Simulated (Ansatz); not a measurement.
Runs of Ansatz 0.2.0 on GaGe3. The structure is cubic, space group Fm-3m (No. 225). The conventional cell has a = 6.774 Å, b = 6.774 Å, c = 6.774 Å, α = 90.00°, β = 90.00°, γ = 90.00°. Around Ge (site symmetry m-3m) lie 8 Ge at 2.93 Å. Ge (site symmetry -43m) is surrounded by 4 Ge at 2.93 Å and 4 Ga at 2.93 Å. Ga (site symmetry m-3m) is surrounded by 8 Ge at 2.93 Å. The cell comes from a database or a generator and needn't be the stable form of this composition.

```csv
level,cutoff (eV),gap on the mesh (eV),pressure (GPa)
revPBE,420,none,1.6
r2SCAN0,500,none,-2.4
PBEsol,420,none,-3.1
RPBE,420,none,2.0
HSE06,420,none,-1.2
r2SCAN,500,none,(a)
PBE,420,none,(b)
PBE0,420,none,-1.4
LDA,420,none,-4.8
BLYP,420,none,6.1
```

Alike in all rows: task projected density of states; potentials or basis Ansatz PAW; no spin polarisation; cell as given; k mesh 4 × 4 × 4; smearing fermi-dirac 0.05 eV; the mesh is coarse, so values aren't converged.

Problem. Fill in the values left out.

Solution. (a) -1.5; (b) 0.3.

Caveats: all runs use coarse meshes; the PAW data sets come from PBE, with cores solved anew for the run's functional, which leaves a small shift of forces and pressure (some runs); the thresholds are loose for stress (some runs).

A k mesh can miss the band edges, and the runs leave out spin-orbit coupling on Ga, Ge.

A gap of «none» marks a metal or a gap under the smearing width.
